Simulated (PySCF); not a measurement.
# CH5B2FOS: the cost of one run

Programs: PySCF 2.14.0, with density-fitted response routines of our own. Each step states its level of theory. These are calculated values for one molecule in the gas phase, unless marked as measured. Atoms count from 0, in the outputs and in this text.

## 1. The molecule as given

11 atoms, charge 0, multiplicity 1; geometry from: GFN2-xTB. The atoms were then displaced at random by about 0.01 Å, so the start is not that level's minimum.

Bonds of the start (Å): B0–O1 1.33, O1–B2 1.31, B2–S3 1.79, S3–C4 1.86, C4–F5 1.37, B0–H6 1.18, B0–H7 1.16, B2–H8 1.18, C4–H9 1.08, C4–H10 1.08.

## 2. Relaxing the molecule at PBE0-D3(BJ)/def2-SVP

Job settings and geometry (Å):

```
{"job": {"xc": "PBE0", "basis": "def2-SVP", "d3": "d3bj", "grid": 1, "shake": 0.01, "kind": "geom"}, "charge": 0, "multiplicity": 1}
B      2.881820     0.019280     0.585920
O      1.574040     0.225200     0.443120
B      0.281040     0.360250     0.289650
S     -0.687350    -1.086960    -0.142740
C     -2.390750    -0.357740    -0.054400
F     -2.670490     0.104600     1.207310
H      3.569200     0.157290    -0.359980
H      3.309930    -0.208860     1.640970
H     -0.243370     1.401100     0.451040
H     -3.111510    -1.135550    -0.279050
H     -2.474460     0.495550    -0.717660
```

The run is started by

```bash
OMP_NUM_THREADS=1 python probes_run.py task.json out
```

This one command runs all jobs of the session in turn.

Q: Estimate the wall time and peak memory of this first job on 1 thread of Arm Neoverse V1, shared host.

About 43 s, with a peak of 0.45 GiB.
